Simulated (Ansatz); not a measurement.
# NbSi (Pm-3m) in Ansatz: a series of runs

The runs below take NbSi through relaxation of cell and atoms, with r2SCAN.

Program: Ansatz 0.2.0. These are calculated values, not measurements. Logs are shortened: lines on timing, memory, paths and dates and some standing lists are left out, and cuts for length are marked.

### Step 1. The crystal as given

The structure is cubic, space group Pm-3m (No. 221). The conventional cell has a = 3.156 Å, b = 3.156 Å, c = 3.156 Å, α = 90.00°, β = 90.00°, γ = 90.00°. Around Nb (site symmetry m-3m) lie 8 Si at 2.73 Å. Around Si (site symmetry m-3m) lie 8 Nb at 2.73 Å.

The cell was built by a generator and needn't be a form met in nature.

### Step 2. Relaxation of cell and atoms, r2SCAN

File input.yaml:

```yaml
crystal:
  lattice:
    - [3.15644, 0.0, 0.0]
    - [0.0, 3.15644, 0.0]
    - [0.0, 0.0, 3.15644]
  atoms:
    - { symbol: Nb, position: [0.0, 0.0, 0.0] }
    - { symbol: Si, position: [0.5, 0.5, 0.5] }
hamiltonian:
  xc: r2scan
  pseudopotentials: { kind: paw }
kpoints:
  mp_grid: { grid: [8, 8, 8] }
scf:
  occupations: { method: fermi_dirac, width: 0.05 }
output:
  forces: true
  stress: true
  eigenvalues: true
relax:
  f_tol: 0.01
  max_steps: 40
  cell: { stress_tol: 0.05 }
```

Potentials or basis: Ansatz PAW.

The run is started by

```
ansatz run input.yaml --threads 2 --pin off --max-ram 5632MiB --backend cpu --events-out ev --progress --plain --runs-dir out
```

The program printed:

```text
Warning: RAYON_NUM_THREADS=2 ignored (pool sized by the plan → 2); use --threads N
Engine: ansatz 0.2.0, aarch64-unknown-linux-gnu
Pseudopotentials: kind: paw
Pseudopotential: Nb, paw, valence charge 13, recommended cutoff 500 eV (meta_gga), Nb.paw.azcp
Pseudopotential: Si, paw, valence charge 4, recommended cutoff 500 eV (meta_gga), Si.paw.azcp
Functional definition: r2SCAN
  parameter k0 = 0.174
  parameter k1 = 0.065
  parameter a1 = 4.9479
  exchange = r2scan_x(k0 = k0, k1 = k1, a1 = a1)
  correlation = r2scan_c
Crystal: 2 atoms, lattice volume = 31.448 Å³
Basis set: ecut = 500 eV, 799 PW (Γ), exchange–correlation on 96×96×96 points (64 copies of the dense FFT grid, shifted against one another)
Bands: 13, of which v1, the nominal top of the filled ones, is band 9 counted from 1 (8 counted from 0)
Symmetry: 48 space group operations
Space group: Pm-3m (ITA 221), of the structure as read, at distance tolerance 3.2e-5 Å
k-points: 35 of 512
Non-local potential: Nb, projectors of the file, l = 0: 3, l = 1: 2, l = 2: 2, l = 3: 1
Non-local potential: Si, projectors of the file, l = 0: 2, l = 1: 2, l = 2: 2
PAW form: soft (Blöchl's): semilocal exchange-correlation on the pseudo side does not see the compensation charge
PAW frozen core: Nb, regenerated for the run's functional (the file was generated under x = pbe(κ = 0.804, μ = 0.2195149727645171), c = pbe(β = 0.06672455060314922))
PAW frozen core: Si, regenerated for the run's functional (the file was generated under x = pbe(κ = 0.804, μ = 0.2195149727645171), c = pbe(β = 0.06672455060314922))
PAW one-centre angular grid: Nb, 590 points (default); XC on 160 Gauss nodes
PAW one-centre angular grid: Si, 302 points (default); XC on 160 Gauss nodes
Initial density: superposition of atomic densities (neutral atoms: chi_scale 0, normalization atom), corrected by the library's trained network
Initial wavefunctions: pseudopotential atomic-orbital guess
Functional: x = r2scan, c = r2scan; τ floored in thin density (d = 2e-4 eV/Å³)
SCF iter   1: F=—  HF=-5202.979247 eV  |F-HF|=—  |Δ(HF+E_count)|=         —  Δρ=6.95e-3  dr2=7.88e-3  dr2_τ=1.60e-2  ethr=1.77e-3  ⟨swp⟩=5.2  Hψ=2746  notcnv=0
preconditioner: auto → none  [metal: Δε(μ)=0.023 eV  Ē_g=7.630 eV  σ=0.050 eV  W_gap=0.12  n_scr=6 (ndim 8)  ℏωp=19.9 eV  f_vac=0.000  D(μ)=2.22/eV (n_scr^D=26)  sad-step TF]
SCF iter   2: F=—  HF=-5202.988137 eV  |F-HF|=—  |Δ(HF+E_count)|=   8.89e-3  Δρ=4.29e-3  dr2=3.56e-3  dr2_τ=1.08e-4  ethr=4.63e-5  ⟨swp⟩=2.0  Hψ=1047  notcnv=0  defer=3
SCF iter   3: F=—  HF=-5202.988166 eV  |F-HF|=—  |Δ(HF+E_count)|=   2.91e-5  Δρ=1.17e-3  dr2=8.43e-4  dr2_τ=4.94e-5  ethr=2.10e-5  ⟨swp⟩=2.0  Hψ=734  notcnv=0  defer=3
SCF iter   4: F=—  HF=-5202.987988 eV  |F-HF|=—  |Δ(HF+E_count)|=   1.79e-4  Δρ=3.97e-4  dr2=7.45e-5  dr2_τ=1.41e-5  ethr=4.96e-6  ⟨swp⟩=2.0  Hψ=594  notcnv=0  defer=3
SCF iter   5: F=—  HF=-5202.987981 eV  |F-HF|=—  |Δ(HF+E_count)|=   6.94e-6  Δρ=8.96e-5  dr2=2.75e-6  dr2_τ=3.66e-8  ethr=4.38e-7  ⟨swp⟩=2.8  Hψ=711  notcnv=0  defer=3
SCF iter   6: F=-5202.987981 eV  HF=-5202.987981 eV  |F-HF|=1.56e-8  |Δ(HF+E_count)|=   4.65e-7  Δρ=1.12e-5  dr2=1.96e-8  dr2_τ=1.21e-9  ethr=5.88e-10  ⟨swp⟩=3.3  Hψ=1832  notcnv=0
SCF 1 converged in 6 iterations: F = -5202.987981 eV  dr2 = 1.96e-8
[... 37 lines left out ...]
SCF iter   4: F=—  HF=-5202.990292 eV  |F-HF|=—  |Δ(HF+E_count)|=  2.55e-11  Δρ=3.71e-7  dr2=3.92e-11  dr2_τ=8.17e-12  ethr=1.76e-12  ⟨swp⟩=2.7  Hψ=748  notcnv=0
SCF iter   5: F=-5202.990292 eV  HF=-5202.990292 eV  |F-HF|=3.64e-12  |Δ(HF+E_count)|=  9.09e-12  Δρ=1.74e-7  dr2=3.54e-12  dr2_τ=1.35e-12  ethr=1.00e-12  ⟨swp⟩=5.0  Hψ=1642  notcnv=0
SCF 4 converged in 5 iterations: F = -5202.990292 eV  dr2 = 3.54e-12
relax step   4: F+E_penalty+E_count = -5202.99029185 eV  Δ(F+E_penalty+E_count) = +1.186e-4 eV  max|allowed force component| = 9.861e-32 eV/Å  Δτ_max = 0.0000 Å  P = -0.044 GPa  Ω = 31.094 Å³  stress off target by 4.39e-2 GPa  SCF on the basis re-selected at this cell (its energy is not comparable with the rows above)  (5 SCF iters)
basis re-selected at this cell: Δ(F+E_penalty+E_count) = +1.186e-4 eV, ΔP = -0.001 GPa vs the last step (what re-selecting the basis moved, of the pressure what is left beyond the Pulay correction that the steps carried, after the strain that the cell walked since its last selection, with what the two solves' SCF thresholds leave and, on support functions, any second-order correction that the steps lacked; it is no measure of the basis error at this ecutwfc). This SCF's stress stands 4.39e-2 GPa from its target on what of the cell is left free (relax.cell.stress_tol is 5.00e-2 GPa) and its largest allowed force component is 9.86e-32 eV/Å (relax.f_tol is 1.00e-2 eV/Å): within both
SCF converged after 5 iterations
Free energy (F): -5202.990292 eV
Harris-Foulkes:  -5202.990292 eV  (|F-HF|=3.64e-12)
Internal energy: -5202.973374 eV  (E = F + TS)
E sigma→0 (E₀):  -5202.981833 eV
Entropy (-TS):   -0.016918 eV (-8.459 meV/atom)
Fermi energy:    15.397129 eV
--- Per-component energies (eV) ---
  E_band       = -77.227390
  E_kinetic    = 436.650294
  E_local      = -841.419794  (includes V_loc(G=0)·N_el)
  E_nonlocal   = 144.164896
  E_hartree    = 282.752103
  E_xc         = -222.432447
  E_vxc        = -288.665338  (∫ρ·V_xc dr)
  E_paw        = -3609.640977  (= ΣΔE_a)
  E_vpaw       = -110.529552  (= ΣTr[D̂ρ^β])
  E_aug_tail   = 0.000013  (compensation charges beyond the density's cutoff)
  E_vtau       = 17.067863  (kinetic-family band-sum trace: ∫τ·v_τ [+ j·A + Jᵃ·Aᵃ] dr)
  E_ewald      = -1392.778598
  E_core_change = -0.268864  (= ΣΔE_core)
  E_smearing   = -0.016918  (= −TS)
  E_closure    = 0.000000  (closes the sum)
  Σ components = -5202.990292   (vs F -5202.990292, Δ=0.00e0)
--- Forces (eV/Å), atoms counted from 1 ---
  atom   1  Nb     0.00000000     0.00000000    -0.00000000
  atom   2  Si     0.00000000     0.00000000     0.00000000
  max |Σ_I F_I| component: 3.29e-31 eV/Å
--- Stress (GPa, compression-positive) ---
       -0.043942      -0.000000      -0.000000
       -0.000000      -0.043942      -0.000000
       -0.000000      -0.000000      -0.043942
  P = ⅓ Tr σ = -0.0439 GPa (-0.439 kbar)
--- Band table (eV; the first three rows and the last of 35) ---
  k-point 0: bands = ["-41.0310", "-16.2192", "-16.2192", "-16.2192", "3.5752", "12.4891", "12.4891", "17.8780", "17.8780", "17.8780", "18.0056", "18.0056", "18.0056"]
  k-point 1: bands = ["-41.0248", "-16.2938", "-16.2125", "-16.2125", "3.8638", "12.3491", "12.6363", "16.4857", "16.4857", "17.5431", "17.9458", "19.5447", "19.5447"]
  k-point 2: bands = ["-41.0100", "-16.4702", "-16.1963", "-16.1963", "4.6831", "11.4443", "13.0336", "15.3140", "15.3140", "17.6173", "18.1166", "21.2162", "21.2162"]
  k-point 34: bands = ["-40.9092", "-16.5612", "-16.5612", "-16.5612", "9.8993", "9.8993", "9.8993", "11.4512", "19.3901", "19.3901", "19.3901", "19.9661", "19.9661"]
--- Relaxed structure (3 steps of the walk, 2 accepted, 1 SCFs on fresh bases) ---
  F+E_penalty+E_count = -5202.99029185 eV   max|allowed force component| = 9.861e-32 eV/Å   (the final SCF, on the basis selected at the relaxed cell)
  cell:  # Å, volume = 31.0939 Å³
    - [3.144550093239124, -1.6049416203226964e-34, -4.81482486096809e-35]
    - [-1.6049416203226964e-34, 3.144550093239124, -4.81482486096809e-35]
    - [-4.81482486096809e-35, -4.81482486096809e-35, 3.144550093239124]
  atoms:
    - { symbol: Nb, position: [-4.335439709188846e-49, 7.677341151688581e-50, 1.0838599272972115e-49] }
    - { symbol: Si, position: [0.5, 0.5, 0.5] }
```

Run time: 9.2 s. Hardware: 2 threads of Arm Neoverse N1, shared host; peak memory 0.36 GiB.

What came out:

```yaml
Free_energy: -5202.9903 eV
Relaxed_volume: 15.55 Å³/atom
Relaxed_cell: a = 3.145 Å, b = 3.145 Å, c = 3.145 Å, α = 90.00°, β = 90.00°, γ = 90.00°
Space_group_after_relaxing_to_0.05_Å: Pm-3m (No. 221)
Energy_gained_by_relaxing: 1.2 meV/atom
Ionic_steps: 3
Pressure_after_relaxing: 0.0 GPa
Band_gap_on_the_k_mesh: none (metal or under the smearing width)
```

Step by step:
```tsv
step	energy change (eV)	largest force (eV/Å)	volume (Å³)
1	0.0000	0.0000	31.45
2	-0.0024	0.0000	31.09
3	-0.0023	0.0000	31.09
```

Final structure:
```cif
data_structure
_symmetry_space_group_name_H-M 'P 1'
_symmetry_Int_Tables_number 1
_cell_length_a 3.1446
_cell_length_b 3.1446
_cell_length_c 3.1446
_cell_angle_alpha 90.000
_cell_angle_beta 90.000
_cell_angle_gamma 90.000
_cell_volume 31.09
loop_
_atom_site_label
_atom_site_type_symbol
_atom_site_fract_x
_atom_site_fract_y
_atom_site_fract_z
_atom_site_occupancy
Nb1 Nb 0.00000 0.00000 0.00000 1
Si1 Si 0.50000 0.50000 0.50000 1
```

Levels at points of the mesh, in eV from the Fermi level:
```tsv
k point	band 4	band 5	band 6	band 7	band 8	band 9	band 10	band 11	band 12	band 13
(0.00, 0.00, 0.00)	-31.62	-11.82	-2.91	-2.91	2.48	2.48	2.48	2.61	2.61	2.61
(0.00, 0.00, -0.50)	-31.57	-8.50	-6.79	-1.65	-1.11	-1.11	2.98	4.47	5.49	9.38
(0.00, -0.50, -0.50)	-31.53	-8.49	-3.23	-3.23	-2.35	0.39	0.39	4.42	5.03	5.08
(-0.50, -0.50, -0.50)	-31.96	-5.50	-5.50	-5.50	-3.95	3.99	3.99	3.99	4.57	4.57
```

Caveat: the plane-wave basis is chosen anew once the cell has moved, so the energies of steps on either side of that aren't comparable; the PAW data sets come from PBE, with cores solved anew for the run's functional, which leaves a small shift of forces and pressure.

### Step 3. Relaxation of cell and atoms, r2SCAN, target pressure 2 GPa, at which the enthalpy is minimised

Edit input.yaml of step 2 so:

```diff
@@ -22,2 +22,2 @@
   max_steps: 40
-  cell: { stress_tol: 0.05 }
+  cell: { stress_tol: 0.05, p_target: 2.0 }
```

Potentials or basis: Ansatz PAW.

The run is started by

```
ansatz run input.yaml --threads 2 --pin off --max-ram 5632MiB --backend cpu --events-out ev --progress --plain --runs-dir out
```

It took 11 s on 2 threads of Arm Neoverse N1, shared host; peak memory 0.36 GiB.

The run converged. Its results:

```
Free energy                                            : -5202.9882 eV
Relaxed volume                                         : 15.37 Å³/atom
Relaxed cell                                           : a = 3.133 Å, b = 3.133 Å, c = 3.133 Å, α = 90.00°, β = 90.00°, γ = 90.00°
Space group after relaxing (to 0.05 Å)                 : Pm-3m (No. 221)
Energy change on relaxing (the enthalpy is what falls) : -0.1 meV/atom
Ionic steps                                            : 4
Pressure after relaxing                                : 2.0 GPa
Band gap on the k mesh                                 : none (metal or under the smearing width)
```

Step by step:
```
step  energy change (eV)  largest force (eV/Å)  volume (Å³)
   1              0.0000                0.0000        31.45
   2             -0.0008                0.0000        30.78
   3             -0.0005                0.0000        30.75
   4             -0.0002                0.0000        30.75
```

Final structure:
```yaml
crystal:
  lattice:
    - [3.13291, 0.00000, 0.00000]
    - [0.00000, 3.13291, 0.00000]
    - [0.00000, 0.00000, 3.13291]
  atoms:
    - { symbol: Nb, position: [0.00000, 0.00000, 0.00000] }
    - { symbol: Si, position: [0.50000, 0.50000, 0.50000] }
```

Levels at points of the mesh, in eV from the Fermi level:
| k point | band 5 | band 6 | band 7 | band 8 | band 9 | band 10 | band 11 | band 12 |
| --- | --- | --- | --- | --- | --- | --- | --- | --- |
| (0.00, 0.00, 0.00) | -11.89 | -2.96 | -2.96 | 2.51 | 2.51 | 2.51 | 2.65 | 2.65 |
| (0.00, 0.00, -0.50) | -8.52 | -6.84 | -1.67 | -1.12 | -1.12 | 3.02 | 4.54 | 5.47 |
| (0.00, -0.50, -0.50) | -8.54 | -3.24 | -3.24 | -2.38 | 0.38 | 0.38 | 4.49 | 5.08 |
| (-0.50, -0.50, -0.50) | -5.56 | -5.56 | -5.56 | -3.91 | 4.04 | 4.04 | 4.04 | 4.64 |

Caveat: the plane-wave basis is chosen anew once the cell has moved, so the energies of steps on either side of that aren't comparable; the PAW data sets come from PBE, with cores solved anew for the run's functional, which leaves a small shift of forces and pressure.

(Part 1 of 2 ends here.)
